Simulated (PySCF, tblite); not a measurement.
# C3H7BFO2−: geometry, infrared bands and NMR shifts

Wanted: the infrared bands and NMR shifts of C3H7BFO2− (`C[C@@H]1CO[B@@H-](F)O1`), by calculation.

Computed with tblite 0.8.0 and PySCF 2.14.0, with density-fitted response routines of our own, on a single molecule in the gas phase. Atoms are numbered from 0 throughout.

## Step 1: The molecule as given

14 atoms, charge -1, multiplicity 1; geometry from: force field or distance geometry start.

Bonds of the start (Å): C0–C1 1.49, C1–C2 1.52, C2–O3 1.40, O3–B4 1.49, B4–F5 1.45, B4–O6 1.47, O6–C1 1.41, C0–H7 1.10, C0–H8 1.12, C0–H9 1.10, C1–H10 1.10, C2–H11 1.10, C2–H12 1.09, B4–H13 1.18.

## Step 2: Relaxing the molecule with GFN2-xTB

The job: settings as JSON, then the geometry in Å.

```
{"job": {"kind": "relax", "xc": "GFN2-xTB", "basis": "xTB"}, "charge": -1, "multiplicity": 1}
C     -1.783400    -0.263600     0.330100
C     -0.427200     0.249000    -0.000100
C      0.398500    -0.692200    -0.865800
O      1.596100     0.036200    -0.920800
B      1.707200     0.599300     0.450600
F      1.820900     2.044800     0.421100
O      0.427700     0.315000     1.121600
H     -2.169200    -0.905400    -0.476800
H     -2.462500     0.626600     0.354700
H     -1.865000    -0.842200     1.266600
H     -0.415800     1.233900    -0.499100
H      0.590300    -1.622000    -0.304200
H     -0.051300    -0.847300    -1.852000
H      2.632700     0.067400     0.951800
```

Command:

```console
$ OMP_NUM_THREADS=1 python probes_run.py task.json out
```

This one command runs all jobs of the session in turn.

**Question.** This job is followed by: GFN2-xTB harmonic vibrations, gas phase; GIAO PBE0/pcSseg-1 NMR shielding, non-relativistic, gas phase. Predict these results of the whole session: strongest single infrared mode (GFN2-xTB); zero-point energy (GFN2-xTB); ¹³C shifts against TMS (PBE0/pcSseg-1); ¹H shifts against TMS (PBE0/pcSseg-1, means over atoms taken as alike); ¹⁷O shifts against H2O (PBE0/pcSseg-1); ¹¹B shifts against BF3·OEt2 (PBE0/pcSseg-1); ¹⁹F shifts against CFCl3 (PBE0/pcSseg-1).

As calculated:

| quantity | value |
| --- | --- |
| strongest single infrared mode (GFN2-xTB) | 2343 cm⁻¹, 461 km/mol |
| zero-point energy (GFN2-xTB) | 65.0 kcal/mol |
| ¹³C shifts against TMS (PBE0/pcSseg-1) | 76.3, 73.5, 28.7 ppm |
| ¹H shifts against TMS (PBE0/pcSseg-1, means over atoms taken as alike) | 4.37, 4.28, 3.26, 3.09, 0.72 ppm |
| ¹⁷O shifts against H2O (PBE0/pcSseg-1) | 97.3, 64.1 ppm |
| ¹¹B shifts against BF3·OEt2 (PBE0/pcSseg-1) | 4.8 ppm |
| ¹⁹F shifts against CFCl3 (PBE0/pcSseg-1) | -174.0 ppm |

The optimisation took 58 steps and gained 0.584 eV; among the close pairs (by a distance rule), C0–C1 changed most, from 1.487 to 1.534 Å. The lowest mode is slightly imaginary (14i cm⁻¹), a soft motion within the noise of the Hessian, so the minimum is not strictly shown. The strongest single mode, at 2343 cm⁻¹, moves mainly H13. Unscaled tight-binding wavenumbers are off by several per cent, some by more. Its intensities can rank the bands wrongly. At PBE0/pcSseg-1: Shielding is most anisotropic at O3 (span 167 ppm, paramagnetic term -124 ppm).
